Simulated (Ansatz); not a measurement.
**r2SCAN0/def2-SVP run of GeH3O2F (SMILES [OH][GeH]([OH])[F])**

Aim: the energy change on altering one bond length of GeH3O2F at r2SCAN0/def2-SVP, from 2 runs. 

The calculation is run with Ansatz 0.2.0.

72 further runs of the same task are left out: 72 set aside as unsound or not needed.

### Step 1. Starting point

GeH3O2F: 7 atoms, total charge 0, spin state singlet. As SMILES, `[OH][GeH]([OH])[F]`. Geometry: relaxed at PBE0-D4/def2-TZVP. This is one conformer, not always the lowest.

Bond lengths: O1–Ge2 1.758 Å, Ge2–O3 1.748 Å, Ge2–F4 1.736 Å, O1–H5 0.961 Å, Ge2–H6 1.522 Å, O3–H7 0.961 Å. Angles: O1–Ge2–O3 108.4°, O1–Ge2–F4 104.7°, O3–Ge2–F4 110.1°, O1–Ge2–H6 116.0°, O3–Ge2–H6 108.9°, F4–Ge2–H6 108.5°, Ge2–O1–H5 112.4°, Ge2–O3–H7 112.8°.

### Step 2. A single-point energy at r2SCAN0/def2-SVP

Contents of molecule.yaml:

```yaml
crystal:
  periodic: [false, false, false]
  atoms:
    - {symbol: O, position_ang: [-0.352900, 1.140300, -0.859300]}
    - {symbol: Ge, position_ang: [-0.107500, -0.026800, 0.432400]}
    - {symbol: O, position_ang: [1.518200, -0.656000, 0.307600]}
    - {symbol: F, position_ang: [-1.260300, -1.284500, 0.113200]}
    - {symbol: H, position_ang: [-1.209200, 1.041800, -1.283900]}
    - {symbol: H, position_ang: [-0.331400, 0.485800, 1.847500]}
    - {symbol: H, position_ang: [1.804400, -0.768700, -0.603100]}
basis:
  gaussian:
    orbitals: def2-SVP
hamiltonian:
  xc: {name: r2SCAN0}
accuracy: high
output: {orbitals: {seedname: orbitals}}
```

Run with:

```console
$ ansatz run molecule.yaml --threads 1 --pin off --max-ram 3480MiB --events-out events.jsonl --progress --plain --runs-dir runs
```

Standard output:

```text
Warning: RAYON_NUM_THREADS=1 ignored (pool sized by the plan → 1); use --threads N
Functional definition: r2SCAN0
  name "r2SCAN0"
  parameter a = 0.25
  parameter k0 = 0.174
  parameter k1 = 0.065
  parameter a1 = 4.9479
  exchange = (1 - a)*r2scan_x(k0 = k0, k1 = k1, a1 = a1) + a*exact_x
  correlation = r2scan_c
1869 factors; integrals over basis functions are off by at most 4.4e-9 eV
mean field evaluation 1: about -63355.5166 eV, gradient 6.7e1 eV
mean field evaluation 2: about -63347.3004 eV, gradient 9.5e1 eV
mean field evaluation 4: about -63362.8108 eV, gradient 3.3e0 eV
mean field evaluation 8: about -63362.9726 eV, gradient 2.2e-1 eV
mean field evaluation 16: about -63362.9727 eV, gradient 2.4e-5 eV
mean field -63362.97270845 eV, -2328.5462980701 hartree, gradient 3.1e-8 eV, S^2 0.000000; 0 other end points of the search recorded, 0 dependent functions left out
reference -63362.97270902 eV, -2328.5462980909 hartree; 30, 30 occupied and 59, 59 virtual orbitals, 1869 factors
Total energy: -63362.97270902 eV, -2328.5462980909 hartree
```

Wall time 16 s (1 thread of Arm Neoverse V2, shared host); peak memory 0.36 GiB.

### Step 3. The distorted shape

Contents of input.yaml:

```yaml
crystal:
  periodic: [false, false, false]
  atoms:
    - symbol: O
      position_ang: [0.569370, 2.146492, -0.603932]
    - symbol: Ge
      position_ang: [0.814770, 0.979392, 0.687768]
    - symbol: O
      position_ang: [2.440470, 0.350192, 0.562968]
    - symbol: F
      position_ang: [-1.260300, -1.284500, 0.113200]
    - symbol: H
      position_ang: [-0.286930, 2.047992, -1.028532]
    - symbol: H
      position_ang: [0.590870, 1.491992, 2.102868]
    - symbol: H
      position_ang: [2.726670, 0.237492, -0.347732]
basis:
  gaussian:
    orbitals: def2-SVP
total_charge: 0
hamiltonian:
  xc: {name: r2SCAN0}
accuracy: high
output:
  orbitals: {seedname: orbitals}
```

Run with:

```console
$ ansatz run input.yaml --threads 1 --pin off --max-ram 3480MiB --events-out events.jsonl --progress --plain --runs-dir runs
```

Standard output:

```text
Warning: RAYON_NUM_THREADS=1 ignored (pool sized by the plan → 1); use --threads N
Functional definition: r2SCAN0
  name "r2SCAN0"
  parameter a = 0.25
  parameter k0 = 0.174
  parameter k1 = 0.065
  parameter a1 = 4.9479
  exchange = (1 - a)*r2scan_x(k0 = k0, k1 = k1, a1 = a1) + a*exact_x
  correlation = r2scan_c
1795 factors; integrals over basis functions are off by at most 4.1e-9 eV
mean field evaluation 1: about -63346.6971 eV, gradient 7.6e1 eV
mean field evaluation 2: about -63025.1503 eV, gradient 2.0e2 eV
mean field evaluation 4: about -63354.2016 eV, gradient 3.5e1 eV
mean field evaluation 8: about -63357.8258 eV, gradient 2.0e0 eV
mean field evaluation 16: about -63357.9654 eV, gradient 1.7e-3 eV
mean field -63357.96543008 eV, -2328.3622839840 hartree, gradient 8.4e-8 eV, S^2 0.000000; 0 other end points of the search recorded, 0 dependent functions left out
reference -63357.96543063 eV, -2328.3622840042 hartree; 30, 30 occupied and 59, 59 virtual orbitals, 1795 factors
Total energy: -63357.96543063 eV, -2328.3622840042 hartree
```

Wall time 16 s (1 thread of Arm Neoverse V2, shared host); peak memory 0.34 GiB.

### Step 4. Results

Level: r2SCAN0/def2-SVP.

```
                                                          quantity           value
                                         first shape: total energy  -2328.54630 Eh
                                          first shape: HOMO energy        -9.52 eV
                                          first shape: LUMO energy         0.80 eV
                                        first shape: HOMO–LUMO gap        10.32 eV
                                     distorted shape: total energy  -2328.36228 Eh
                                      distorted shape: HOMO energy        -7.38 eV
                                      distorted shape: LUMO energy        -4.05 eV
                                    distorted shape: HOMO–LUMO gap         3.33 eV
energy change with the Ge2–F4 bond stretched from 1.736 to 3.124 Å        5.007 eV
```

What this shows: One bond (distorted shape) is far stretched, which a spin-restricted single reference describes badly; a broken-symmetry solution may lie lower. With the Ge2–F4 bond stretched from 1.736 to 3.124 Å the energy rises by 5.01 eV (115 kcal/mol). The first shape isn't relaxed at this level, so the change isn't measured from a minimum. A restricted reference can't describe the breaking bond well at this length.
